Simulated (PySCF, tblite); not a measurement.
# C5H11NO2Si: geometry, infrared bands and NMR shifts

What infrared bands and NMR shifts should C5H11NO2Si (`C=CO[SiH2]CC(=O)NC`) show?

Programs: tblite 0.8.0 and PySCF 2.14.0, with density-fitted response routines of our own. Each step states its level of theory. These are calculated values for one molecule in the gas phase, unless marked as measured. Atoms are numbered from 0 throughout.

## (1) The molecule as given

20 atoms, charge 0, multiplicity 1; geometry from: force field or distance geometry start.

Bonds of the start (Å): C0–C1 1.34, C1–O2 1.37, O2–Si3 1.73, Si3–C4 1.87, C4–C5 1.51, C5–O6 1.28, C5–N7 1.43, N7–C8 1.48, C0–H9 1.08, C0–H10 1.07, C1–H11 1.09, Si3–H12 1.49, Si3–H13 1.46, C4–H14 1.11, C4–H15 1.12, N7–H16 1.06, C8–H17 1.10, C8–H18 1.09, C8–H19 1.11.

## (2) Relaxing the molecule with GFN2-xTB

Job settings and geometry (Å):

```
{"job": {"kind": "relax", "xc": "GFN2-xTB", "basis": "xTB"}, "charge": 0, "multiplicity": 1}
C      4.260800    -0.324700     0.888400
C      3.315000    -1.233500     1.176600
O      2.010900    -0.805300     1.101300
Si     1.210600    -0.413600    -0.382700
C     -0.272500     0.644700     0.021800
C     -1.526100    -0.086000    -0.405100
O     -1.440600    -1.244400    -0.931000
N     -2.799600     0.542000    -0.199500
C     -4.008800    -0.195600    -0.615600
H      3.980900     0.684700     0.605800
H      5.307200    -0.548000     0.921600
H      3.574700    -2.250600     1.476700
H      0.680200    -1.613100    -1.079600
H      2.053700     0.284000    -1.356700
H     -0.168500     1.621800    -0.484600
H     -0.375000     0.766400     1.127000
H     -2.879700     1.501600     0.232900
H     -3.815600    -1.277000    -0.544600
H     -4.286100     0.027700    -1.644700
H     -4.826500     0.045600     0.088900
```

The run is started by

```console
$ OMP_NUM_THREADS=1 python probes_run.py task.json out
```

One launch serves the whole session: the jobs run in the order shown.

**Question.** This job is followed by: GFN2-xTB harmonic vibrations, gas phase; GIAO PBE0/pcSseg-1 NMR shielding, non-relativistic, gas phase. What will the session give for the following? strongest single infrared mode (GFN2-xTB); zero-point energy (GFN2-xTB); 13C shifts against TMS (PBE0/pcSseg-1); 1H shifts against TMS (PBE0/pcSseg-1, means over atoms taken as alike); 17O shifts against H2O (PBE0/pcSseg-1); 29Si shifts against TMS (PBE0/pcSseg-1); 15N shifts against NH3 (PBE0/pcSseg-1); surface potential, 1st and 99th percentile.

**Answer**, as computed:

```
                                                              quantity                                         value
                             strongest single infrared mode (GFN2-xTB)                         1711 cm⁻¹, 413 km/mol
                                          zero-point energy (GFN2-xTB)                                 95.7 kcal/mol
                                13C shifts against TMS (PBE0/pcSseg-1)            174.5, 157.0, 93.2, 26.8, 24.6 ppm
1H shifts against TMS (PBE0/pcSseg-1, means over atoms taken as alike)  6.61, 5.18, 4.54, 4.35, 4.29, 3.11, 2.08 ppm
                                17O shifts against H2O (PBE0/pcSseg-1)                              407.1, 119.5 ppm
                               29Si shifts against TMS (PBE0/pcSseg-1)                                     -37.4 ppm
                                15N shifts against NH3 (PBE0/pcSseg-1)                                     123.8 ppm
                                 surface potential, 1st and 99th percentile                            -1.77 V and 2.04 V
```

In words: Over 219 steps the energy fell by 1.180 eV; of the close pairs, O2–Si3 changed most, 1.731 to 1.641 Å. All 54 modes are real, so the xTB geometry is a minimum. The strongest single mode, at 1711 cm⁻¹, moves mainly C5 and O6. Unscaled tight-binding wavenumbers are off by several per cent, some by more. Its intensities can rank the bands wrongly. C5 (amide carbonyl carbon) lies farthest downfield among carbon, at 174.5 ppm; it is a carbonyl in resonance with an O or N lone pair, the region of acids, esters and amides. The most deshielded hydrogen is H11 (hydrogen on an alkene carbon bearing oxygen), at 6.61 ppm: olefinic region. At PBE0/pcSseg-1: The widest tensor belongs to O6: span 711 ppm, with a paramagnetic part of -476 ppm.
